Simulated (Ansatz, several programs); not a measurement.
CdCSb2, ordered on the zincblende lattice (I-42d) with 8 atoms a cell, relaxed with PBE in Ansatz (plane waves, PAW): space group I-42d (No. 122), tetragonal; a = 6.144 Å, c = 10.297 Å in the conventional setting, 24.30 Å³ an atom. Cd has 4 Sb at 2.84 Å; Sb has 2 C at 2.27 Å and 2 Cd at 2.84 Å; C has 4 Sb at 2.27 Å. The cell was then scaled with its shape and fractional coordinates held, which makes it stiffer than a relaxed compression. No spin polarisation. The prototype was imposed, so other structures may be more stable.

```
V (Å³/atom)  E (meV/atom)
     22.839         18.93
     24.296          0.00
     25.025          3.85
     25.754         14.74
```

Question: Pass a cubic E = c₀ + c₁u + c₂u² + c₃u³, with u = V − 24.479 Å³, through these points.

Answer: c₀ = 0.23, c₁ = +2.661, c₂ = 7.599, c₃ = -0.5955 (meV and Å³).

Question: Where is the minimum, and what bulk modulus follows?

Answer: dE/du = 0 at u = -0.172, so V₀ = 24.31 Å³. B = V₀ d²E/dV² = 24.31 × (2c₂ + 6c₃u) = 24.31 × 15.811 = 384 meV/Å³, and 1 meV/Å³ is 0.16022 GPa: 62 GPa. A third-order Birch-Murnaghan fit to all five points gives 24.30 Å³ and 61 GPa.

Question: Predict the energy and the pressure at the withheld volume, 23.567 Å³.

Answer: With u = -0.912: E ≈ 4.58 meV and P = −dE/dV ≈ +2.03 GPa. The run gives 4.50 meV and, from its stress, +2.02 GPa.
